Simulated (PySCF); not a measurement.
**C3H7FOSi: NMR shifts at several levels of theory, part 1 of 2**

Aim: compute the NMR shifts of C3H7FOSi (`F[C@@H]1C[C@@H]1O[SiH3]`) at several levels, and see how far they spread and what each costs.

The runs use PySCF 2.14.0, with density-fitted response routines of our own; the level of theory stands in each step. All values are computed, except where a source is named. Atoms are numbered from 0 throughout.

## 1. The molecule as given

13 atoms, charge 0, multiplicity 1; geometry from: PBE0-D3(BJ)/def2-SVP.

Bonds of the start (Å): F0–C1 1.36, C1–C2 1.49, C2–C3 1.50, C3–O4 1.38, O4–Si5 1.68, C3–C1 1.50, C1–H6 1.09, C2–H7 1.09, C2–H8 1.09, C3–H9 1.10, Si5–H10 1.49, Si5–H11 1.49, Si5–H12 1.49.

## 2. NMR shieldings: PBE0/6-31G*

What the job is given:

```
{"job": {"kind": "nmr", "xc": "PBE0", "basis": "6-31G*", "pop": true}, "charge": 0, "multiplicity": 1}
F      0.127453     1.624798     0.523231
C     -0.757675     1.071150    -0.348794
C     -1.802331     0.169441     0.215430
C     -0.639064    -0.409991    -0.543067
O      0.309810    -1.103523     0.171537
Si     1.923695    -0.689606     0.369657
H     -0.973524     1.734352    -1.192503
H     -1.757737     0.025229     1.298212
H     -2.802537     0.163231    -0.224940
H     -0.826707    -0.805722    -1.549704
H      2.166839    -0.032771     1.684747
H      2.375410     0.197332    -0.744537
H      2.680946    -1.972925     0.329227
```

Level: GIAO PBE0/6-31G* NMR shielding, non-relativistic, gas phase.

On the command line:

```console
> OMP_NUM_THREADS=1 python probes_run.py task.json out
```

This one command runs all jobs of the session in turn.

Output:

```text
coarse grid: 11400 points
cycle   1  E = -582.5416490321  dE =  7.909e-01  |g| = 7.179e-01  |ddm| = 3.254e+00
cycle   2  E = -582.4142357575  dE =  1.274e-01  |g| = 1.099e+00  |ddm| = 1.486e+00
cycle   3  E = -582.6364384327  dE = -2.222e-01  |g| = 9.095e-02  |ddm| = 9.972e-01
cycle   4  E = -582.6378863381  dE = -1.448e-03  |g| = 4.111e-02  |ddm| = 1.087e-01
cycle   5  E = -582.6382206525  dE = -3.343e-04  |g| = 7.503e-03  |ddm| = 3.804e-02
cycle   6  E = -582.6382301769  dE = -9.524e-06  |g| = 2.925e-03  |ddm| = 8.496e-03
final grid: 105968 points
cycle   7  E = -582.5944449581  dE = -2.049e-05  |g| = 7.201e-03  |ddm| = 1.823e-02
cycle   8  E = -582.5944322291  dE =  1.273e-05  |g| = 1.101e-02  |ddm| = 1.339e-02
cycle   9  E = -582.5944550201  dE = -2.279e-05  |g| = 5.602e-04  |ddm| = 8.349e-03
cycle  10  E = -582.5944550896  dE = -6.948e-08  |g| = 1.848e-04  |ddm| = 7.531e-04
cycle  11  E = -582.5944550975  dE = -7.906e-09  |g| = 4.352e-05  |ddm| = 2.134e-04
cycle  12  E = -582.5944550978  dE = -3.172e-10  |g| = 1.916e-05  |ddm| = 4.971e-05
converged SCF energy = -582.5944550978

GIAO shielding tensors (ppm)
atom      isotropic    diamagn.    paramagn.     s11        s22        s33       span
  0 F      439.138     471.486     -32.348    403.955    436.989    476.470     72.516
  1 C      126.641     246.158    -119.518     79.087    103.329    197.505    118.418
  2 C      178.747     258.116     -79.369    155.588    169.185    211.467     55.879
  3 C      145.282     245.013     -99.731    107.289    123.293    205.264     97.975
  4 O      333.426     389.773     -56.347    314.836    326.099    359.342     44.506
  5 Si     417.410     880.210    -462.800    373.228    385.437    493.564    120.336
  6 H       27.719      29.015      -1.296     22.883     26.636     33.638     10.755
  7 H       31.158      30.635       0.523     26.453     29.795     37.226     10.773
  8 H       31.169      29.656       1.513     26.340     26.858     40.309     13.969
  9 H       28.614      29.215      -0.601     22.714     27.348     35.781     13.066
 10 H       26.914      29.566      -2.652     23.239     25.530     31.972      8.734
 11 H       26.757      29.682      -2.924     23.721     25.195     31.356      7.635
 12 H       26.933      28.653      -1.720     23.321     25.210     32.268      8.947
```

Run time: 17 s. Hardware: 1 thread of Arm Neoverse N1, shared host; peak memory 0.59 GiB.

The references, computed at this level on geometries of the same kind, shield at (ppm): ¹H TMS 31.96, ¹³C TMS 194.1, ²⁹Si TMS 418.1, ¹⁹F CFCl3 198.9, ¹⁷O H2O 324.2. Their shielding less the atom's gives the shift. The references are single molecules in the gas phase, so shifts against H2O, NH3, PH3, H3PO4 or CFCl3 are not on the usual liquid scales and can be off by tens of ppm. Atoms listed in one row are averaged.

```
        atoms                                                 environment  σ (ppm)  δ (ppm)
           C1                three-membered-ring carbon bearing a halogen    126.6     67.5
           C3                                  three-membered-ring carbon    145.3     48.9
           C2                                  three-membered-ring carbon    178.7     15.4
H10, H11, H12                           hydrogen on a silicon bonded to O    26.87     5.10
           H6  hydrogen on a three-membered-ring carbon bearing a halogen    27.72     4.24
           H9                    hydrogen on a three-membered-ring carbon    28.61     3.35
           H7                    hydrogen on a three-membered-ring carbon    31.16     0.80
           H8                    hydrogen on a three-membered-ring carbon    31.17     0.79
           F0                                   fluorine on an sp3 carbon    439.1   -240.2
           O4                                      oxygen bonded to C, Si    333.4     -9.2
          Si5                                    silicon bonded to O, 3 H    417.4      0.7
```

The run also stored atomic charges by several schemes (e):

```
atoms  Mulliken    IAO  Hirshfeld  ESP fit
   F0     -0.31  -0.29      -0.08    -0.15
   C1      0.17   0.13       0.04     0.07
   C2     -0.44  -0.33      -0.09    -0.43
   C3      0.09   0.06       0.03     0.04
   O4     -0.59  -0.61      -0.23    -0.34
  Si5      0.58   0.83       0.35     0.47
```

Mayer bond orders: F0–C1 0.89, C1–C2 0.94, C2–C3 0.92, C3–O4 0.94, O4–Si5 0.92, C3–C1 0.92.

Ring of atoms C1, C2, C3: NICS(0) -34.1, NICS(1) -7.8, NICS(1)zz -16.8 ppm (means of both faces; NICS(1) differs between them: -10.3 and -5.2).

The two faces differ (NICS(1)zz -24.6 and -8.9 ppm).

In rings of three or four atoms NICS is ruled by the nearby σ bonds, so it says little on aromaticity.

## 3. Nuclear shieldings: PBE0/6-311+G(2d,p)

Settings changed since step 2:

```diff
@@ -1,2 +1,2 @@
-{"job": {"kind": "nmr", "xc": "PBE0", "basis": "6-31G*", "pop": true}, "charge": 0, "multiplicity": 1}
+{"job": {"kind": "nmr", "xc": "PBE0", "basis": "6-311+G(2d,p)", "pop": true}, "charge": 0, "multiplicity": 1}
 F      0.127453     1.624798     0.523231
```

Method: GIAO PBE0/6-311+G(2d,p) NMR shielding, non-relativistic, gas phase.

Output:

```text
coarse grid: 11400 points
cycle   1  E = -582.6158423717  dE =  7.823e-01  |g| = 7.475e-01  |ddm| = 3.143e+00
cycle   2  E = -582.4619402704  dE =  1.539e-01  |g| = 1.193e+00  |ddm| = 2.261e+00
cycle   3  E = -582.7090183835  dE = -2.471e-01  |g| = 1.065e-01  |ddm| = 1.626e+00
cycle   4  E = -582.7107539890  dE = -1.736e-03  |g| = 5.091e-02  |ddm| = 1.258e-01
cycle   5  E = -582.7112290641  dE = -4.751e-04  |g| = 1.071e-02  |ddm| = 5.047e-02
cycle   6  E = -582.7112445781  dE = -1.551e-05  |g| = 3.815e-03  |ddm| = 1.053e-02
cycle   7  E = -582.7112474378  dE = -2.860e-06  |g| = 5.375e-04  |ddm| = 3.669e-03
final grid: 105968 points
cycle   8  E = -582.7219158565  dE = -4.631e-05  |g| = 9.011e-03  |ddm| = 6.989e-02
cycle   9  E = -582.7218978219  dE =  1.803e-05  |g| = 1.348e-02  |ddm| = 1.964e-02
cycle  10  E = -582.7219305919  dE = -3.277e-05  |g| = 1.138e-03  |ddm| = 1.190e-02
cycle  11  E = -582.7219308330  dE = -2.411e-07  |g| = 3.305e-04  |ddm| = 1.830e-03
cycle  12  E = -582.7219308567  dE = -2.363e-08  |g| = 8.255e-05  |ddm| = 4.297e-04
cycle  13  E = -582.7219308576  dE = -9.530e-10  |g| = 3.363e-05  |ddm| = 8.364e-05
cycle  14  E = -582.7219308578  dE = -1.763e-10  |g| = 3.349e-06  |ddm| = 3.641e-05
converged SCF energy = -582.7219308578

GIAO shielding tensors (ppm)
atom      isotropic    diamagn.    paramagn.     s11        s22        s33       span
  0 F      419.563     467.006     -47.444    374.219    418.026    466.443     92.224
  1 C      114.429     242.044    -127.615     61.520     89.465    192.301    130.781
  2 C      171.138     252.451     -81.313    146.426    160.890    206.100     59.673
  3 C      135.190     238.926    -103.736     94.048    112.592    198.930    104.882
  4 O      323.680     393.202     -69.522    311.414    317.791    341.835     30.421
  5 Si     371.904     876.299    -504.396    321.750    335.512    458.449    136.699
  6 H       27.232      29.995      -2.763     22.513     26.402     32.782     10.269
  7 H       30.733      31.487      -0.754     26.009     29.501     36.690     10.681
  8 H       30.823      31.364      -0.541     25.846     26.477     40.146     14.300
  9 H       28.214      30.327      -2.114     22.149     27.116     35.376     13.227
 10 H       26.260      28.183      -1.923     22.649     24.947     31.183      8.534
 11 H       26.253      27.943      -1.691     23.262     24.724     30.773      7.510
 12 H       26.413      27.905      -1.492     22.962     24.636     31.641      8.679
```

Run time: 46 s. Hardware: 1 thread of Arm Neoverse N1, shared host; peak memory 0.94 GiB.

Key values: δ C1 72.0, C3 51.2, C2 15.3, F0 -244.8, H10 5.20, H6 4.28 ppm (means over like atoms).

## 4. Nuclear shieldings: PBE0/def2-SVP

Settings changed since step 3:

```diff
@@ -1,2 +1,2 @@
-{"job": {"kind": "nmr", "xc": "PBE0", "basis": "6-311+G(2d,p)", "pop": true}, "charge": 0, "multiplicity": 1}
+{"job": {"kind": "nmr", "xc": "PBE0", "basis": "def2-SVP", "pop": true}, "charge": 0, "multiplicity": 1}
 F      0.127453     1.624798     0.523231
```

Method: GIAO PBE0/def2-SVP NMR shielding, non-relativistic, gas phase.

Output:

```text
coarse grid: 11400 points
cycle   1  E = -582.1380802349  dE =  7.454e-01  |g| = 7.078e-01  |ddm| = 3.621e+00
cycle   2  E = -582.0131108994  dE =  1.250e-01  |g| = 1.084e+00  |ddm| = 1.738e+00
cycle   3  E = -582.2290716210  dE = -2.160e-01  |g| = 8.922e-02  |ddm| = 1.164e+00
cycle   4  E = -582.2304081566  dE = -1.337e-03  |g| = 4.258e-02  |ddm| = 1.219e-01
cycle   5  E = -582.2307691271  dE = -3.610e-04  |g| = 7.456e-03  |ddm| = 4.446e-02
cycle   6  E = -582.2307781596  dE = -9.032e-06  |g| = 2.972e-03  |ddm| = 9.281e-03
final grid: 105968 points
cycle   7  E = -582.3135538244  dE = -2.094e-05  |g| = 7.613e-03  |ddm| = 2.270e-02
cycle   8  E = -582.3135391376  dE =  1.469e-05  |g| = 1.173e-02  |ddm| = 1.553e-02
cycle   9  E = -582.3135647012  dE = -2.556e-05  |g| = 5.438e-04  |ddm| = 9.999e-03
cycle  10  E = -582.3135647695  dE = -6.830e-08  |g| = 1.839e-04  |ddm| = 8.905e-04
cycle  11  E = -582.3135647773  dE = -7.797e-09  |g| = 3.658e-05  |ddm| = 2.255e-04
cycle  12  E = -582.3135647776  dE = -2.758e-10  |g| = 1.495e-05  |ddm| = 5.358e-05
converged SCF energy = -582.3135647776

GIAO shielding tensors (ppm)
atom      isotropic    diamagn.    paramagn.     s11        s22        s33       span
  0 F      437.161     472.550     -35.390    400.831    434.360    476.291     75.460
  1 C      125.927     247.233    -121.306     75.541    102.333    199.908    124.366
  2 C      179.762     256.897     -77.135    155.263    171.461    212.562     57.299
  3 C      145.763     246.383    -100.620    105.715    124.769    206.806    101.091
  4 O      337.512     392.830     -55.318    320.826    329.538    362.173     41.348
  5 Si     440.250     879.093    -438.842    398.496    405.945    516.310    117.815
  6 H       27.423      30.443      -3.021     22.663     26.226     33.379     10.716
  7 H       30.729      31.476      -0.747     25.706     29.483     36.997     11.290
  8 H       30.687      30.037       0.649     25.520     26.419     40.120     14.600
  9 H       28.313      30.583      -2.269     22.249     26.989     35.702     13.453
 10 H       26.544      29.631      -3.087     22.885     25.216     31.531      8.647
 11 H       26.469      30.003      -3.535     23.589     24.886     30.931      7.342
 12 H       26.628      28.484      -1.856     23.029     24.908     31.948      8.920
```

Run time: 19 s. Hardware: 1 thread of Arm Neoverse N1, shared host; peak memory 0.65 GiB.

This run: δ C1 67.8, C3 48.0, C2 14.0, F0 -222.5, H10 4.79, H6 3.92 ppm (means over like atoms).

## 5. Shielding tensors: PBE0/def2-TZVP

Settings changed since step 4:

```diff
@@ -1,2 +1,2 @@
-{"job": {"kind": "nmr", "xc": "PBE0", "basis": "def2-SVP", "pop": true}, "charge": 0, "multiplicity": 1}
+{"job": {"kind": "nmr", "xc": "PBE0", "basis": "def2-TZVP", "pop": true}, "charge": 0, "multiplicity": 1}
 F      0.127453     1.624798     0.523231
```

With the program's defaults for keys left out, this is: GIAO PBE0/def2-TZVP NMR shielding, non-relativistic, gas phase.

Output:

```text
coarse grid: 11400 points
cycle   1  E = -582.6595720019  dE =  7.748e-01  |g| = 7.500e-01  |ddm| = 2.668e+00
cycle   2  E = -582.5089756224  dE =  1.506e-01  |g| = 1.191e+00  |ddm| = 1.676e+00
cycle   3  E = -582.7535589917  dE = -2.446e-01  |g| = 1.037e-01  |ddm| = 1.229e+00
cycle   4  E = -582.7552094650  dE = -1.650e-03  |g| = 5.095e-02  |ddm| = 1.035e-01
cycle   5  E = -582.7556874257  dE = -4.780e-04  |g| = 1.014e-02  |ddm| = 4.273e-02
cycle   6  E = -582.7557016330  dE = -1.421e-05  |g| = 3.716e-03  |ddm| = 8.967e-03
cycle   7  E = -582.7557043249  dE = -2.692e-06  |g| = 5.361e-04  |ddm| = 2.882e-03
final grid: 105968 points
cycle   8  E = -582.7533626784  dE = -5.520e-05  |g| = 8.828e-03  |ddm| = 4.487e-02
cycle   9  E = -582.7533462323  dE =  1.645e-05  |g| = 1.304e-02  |ddm| = 1.332e-02
cycle  10  E = -582.7533772524  dE = -3.102e-05  |g| = 1.141e-03  |ddm| = 8.533e-03
cycle  11  E = -582.7533774891  dE = -2.367e-07  |g| = 3.057e-04  |ddm| = 1.369e-03
cycle  12  E = -582.7533775087  dE = -1.963e-08  |g| = 8.327e-05  |ddm| = 3.311e-04
cycle  13  E = -582.7533775097  dE = -9.790e-10  |g| = 3.422e-05  |ddm| = 7.824e-05
cycle  14  E = -582.7533775099  dE = -1.858e-10  |g| = 3.327e-06  |ddm| = 2.983e-05
converged SCF energy = -582.7533775099

GIAO shielding tensors (ppm)
atom      isotropic    diamagn.    paramagn.     s11        s22        s33       span
  0 F      422.764     471.393     -48.629    379.589    420.447    468.256     88.667
  1 C      114.062     242.416    -128.353     60.648     88.383    193.156    132.508
  2 C      171.852     252.246     -80.394    146.602    160.933    208.023     61.422
  3 C      135.069     241.557    -106.487     93.501    111.703    200.004    106.503
  4 O      322.558     384.976     -62.418    310.486    315.906    341.282     30.796
  5 Si     360.940     878.954    -518.014    311.091    323.135    448.594    137.503
  6 H       27.172      30.208      -3.036     22.513     26.264     32.738     10.225
  7 H       30.745      30.441       0.304     26.069     29.396     36.770     10.701
  8 H       30.750      29.775       0.975     25.844     26.304     40.104     14.260
  9 H       28.181      30.150      -1.969     22.237     26.973     35.334     13.098
 10 H       26.249      29.369      -3.120     22.684     24.917     31.145      8.461
 11 H       26.220      29.588      -3.368     23.272     24.612     30.777      7.505
 12 H       26.377      28.508      -2.131     23.034     24.511     31.587      8.553
```

Run time: 56 s. Hardware: 1 thread of Arm Neoverse N1, shared host; peak memory 1 GiB.

Key values: δ C1 72.6, C3 51.6, C2 14.8, F0 -243.9, H10 5.20, H6 4.31 ppm (means over like atoms).

## 6. Shielding tensors: PBE0/cc-pVDZ

Settings changed since step 5:

```diff
@@ -1,2 +1,2 @@
-{"job": {"kind": "nmr", "xc": "PBE0", "basis": "def2-TZVP", "pop": true}, "charge": 0, "multiplicity": 1}
+{"job": {"kind": "nmr", "xc": "PBE0", "basis": "cc-pVDZ", "pop": true}, "charge": 0, "multiplicity": 1}
 F      0.127453     1.624798     0.523231
```

With the program's defaults for keys left out, this is: GIAO PBE0/cc-pVDZ NMR shielding, non-relativistic, gas phase.

Output:

```text
coarse grid: 11400 points
cycle   1  E = -582.5255080035  dE =  8.329e-01  |g| = 7.141e-01  |ddm| = 6.314e+00
cycle   2  E = -582.3932897963  dE =  1.322e-01  |g| = 1.105e+00  |ddm| = 2.279e+00
cycle   3  E = -582.6176818386  dE = -2.244e-01  |g| = 9.376e-02  |ddm| = 1.375e+00
cycle   4  E = -582.6191947718  dE = -1.513e-03  |g| = 4.371e-02  |ddm| = 1.826e-01
cycle   5  E = -582.6195696711  dE = -3.749e-04  |g| = 7.756e-03  |ddm| = 6.572e-02
cycle   6  E = -582.6195795043  dE = -9.833e-06  |g| = 3.166e-03  |ddm| = 1.488e-02
cycle   7  E = -582.6195817024  dE = -2.198e-06  |g| = 3.838e-04  |ddm| = 4.917e-03
final grid: 105968 points
cycle   8  E = -582.6300790389  dE = -1.963e-05  |g| = 8.656e-03  |ddm| = 4.751e-02
cycle   9  E = -582.6300633785  dE =  1.566e-05  |g| = 1.266e-02  |ddm| = 2.805e-02
cycle  10  E = -582.6300947776  dE = -3.140e-05  |g| = 9.640e-04  |ddm| = 1.582e-02
cycle  11  E = -582.6300949834  dE = -2.058e-07  |g| = 1.927e-04  |ddm| = 1.803e-03
cycle  12  E = -582.6300949902  dE = -6.740e-09  |g| = 8.254e-05  |ddm| = 3.666e-04
cycle  13  E = -582.6300949913  dE = -1.177e-09  |g| = 1.782e-05  |ddm| = 1.215e-04
cycle  14  E = -582.6300949914  dE = -5.900e-11  |g| = 3.531e-06  |ddm| = 3.528e-05
converged SCF energy = -582.6300949914

GIAO shielding tensors (ppm)
atom      isotropic    diamagn.    paramagn.     s11        s22        s33       span
  0 F      432.953     472.714     -39.761    395.929    429.023    473.907     77.978
  1 C      128.619     248.027    -119.408     78.013    105.744    202.099    124.087
  2 C      180.899     254.075     -73.176    157.180    172.212    213.304     56.125
  3 C      146.931     247.689    -100.757    105.939    126.275    208.581    102.641
  4 O      337.370     389.100     -51.730    318.355    331.750    362.005     43.650
  5 Si     441.241     881.256    -440.015    397.923    410.019    515.780    117.857
  6 H       27.263      30.535      -3.272     22.416     26.184     33.188     10.772
  7 H       30.637      30.969      -0.332     25.693     29.478     36.741     11.048
  8 H       30.617      29.254       1.363     25.425     26.454     39.972     14.547
  9 H       28.140      30.873      -2.733     21.992     26.870     35.559     13.567
 10 H       26.467      29.818      -3.351     22.668     25.129     31.603      8.935
 11 H       26.454      30.069      -3.614     23.466     24.884     31.014      7.548
 12 H       26.566      28.863      -2.297     22.808     24.834     32.054      9.246
```

Run time: 22 s. Hardware: 1 thread of Arm Neoverse N1, shared host; peak memory 0.69 GiB.

Key values: δ C1 68.1, C3 49.8, C2 15.9, F0 -232.0, H10 4.79, H6 4.03 ppm (means over like atoms).

## 7. NMR shieldings: PBE0/cc-pVTZ

Settings changed since step 6:

```diff
@@ -1,2 +1,2 @@
-{"job": {"kind": "nmr", "xc": "PBE0", "basis": "cc-pVDZ", "pop": true}, "charge": 0, "multiplicity": 1}
+{"job": {"kind": "nmr", "xc": "PBE0", "basis": "cc-pVTZ", "pop": true}, "charge": 0, "multiplicity": 1}
 F      0.127453     1.624798     0.523231
```

Method: GIAO PBE0/cc-pVTZ NMR shielding, non-relativistic, gas phase.

Output:

```text
coarse grid: 11400 points
cycle   1  E = -582.6478191416  dE =  7.790e-01  |g| = 7.506e-01  |ddm| = 6.764e+00
cycle   2  E = -582.4998177690  dE =  1.480e-01  |g| = 1.189e+00  |ddm| = 2.300e+00
cycle   3  E = -582.7416872095  dE = -2.419e-01  |g| = 1.035e-01  |ddm| = 1.482e+00
cycle   4  E = -582.7433473938  dE = -1.660e-03  |g| = 5.069e-02  |ddm| = 1.892e-01
cycle   5  E = -582.7438115512  dE = -4.642e-04  |g| = 9.770e-03  |ddm| = 7.404e-02
cycle   6  E = -582.7438246306  dE = -1.308e-05  |g| = 3.725e-03  |ddm| = 1.500e-02
cycle   7  E = -582.7438273314  dE = -2.701e-06  |g| = 5.309e-04  |ddm| = 5.263e-03
final grid: 105968 points
cycle   8  E = -582.7417550094  dE = -6.124e-05  |g| = 9.612e-03  |ddm| = 8.990e-02
cycle   9  E = -582.7417352030  dE =  1.981e-05  |g| = 1.438e-02  |ddm| = 2.852e-02
cycle  10  E = -582.7417718177  dE = -3.661e-05  |g| = 1.108e-03  |ddm| = 1.658e-02
cycle  11  E = -582.7417720432  dE = -2.255e-07  |g| = 3.284e-04  |ddm| = 2.136e-03
cycle  12  E = -582.7417720654  dE = -2.219e-08  |g| = 9.608e-05  |ddm| = 5.350e-04
cycle  13  E = -582.7417720667  dE = -1.291e-09  |g| = 3.425e-05  |ddm| = 1.421e-04
cycle  14  E = -582.7417720669  dE = -1.879e-10  |g| = 3.378e-06  |ddm| = 4.411e-05
converged SCF energy = -582.7417720669

GIAO shielding tensors (ppm)
atom      isotropic    diamagn.    paramagn.     s11        s22        s33       span
  0 F      424.508     473.584     -49.076    383.920    419.899    469.706     85.786
  1 C      115.629     243.376    -127.747     63.155     90.431    193.300    130.146
  2 C      172.329     250.809     -78.481    147.632    161.170    208.184     60.551
  3 C      136.048     244.295    -108.247     95.019    113.012    200.114    105.095
  4 O      327.643     384.363     -56.720    314.697    319.336    348.896     34.199
  5 Si     382.937     884.647    -501.710    331.539    345.033    472.240    140.701
  6 H       27.011      30.224      -3.212     22.301     25.994     32.738     10.437
  7 H       30.589      30.446       0.143     25.852     29.221     36.694     10.842
  8 H       30.555      29.615       0.940     25.542     26.042     40.080     14.538
  9 H       28.016      30.410      -2.394     22.006     26.727     35.315     13.309
 10 H       26.280      29.715      -3.435     22.652     24.986     31.203      8.551
 11 H       26.261      29.980      -3.719     23.275     24.670     30.838      7.563
 12 H       26.440      28.526      -2.086     22.995     24.616     31.710      8.715
```

Wall time 76 s (1 thread of Arm Neoverse N1, shared host); peak memory 0.99 GiB.

This run: δ C1 71.7, C3 51.2, C2 15.0, F0 -241.9, H10 4.96, H6 4.28 ppm (means over like atoms).

(Continued in part 2 of 2.)
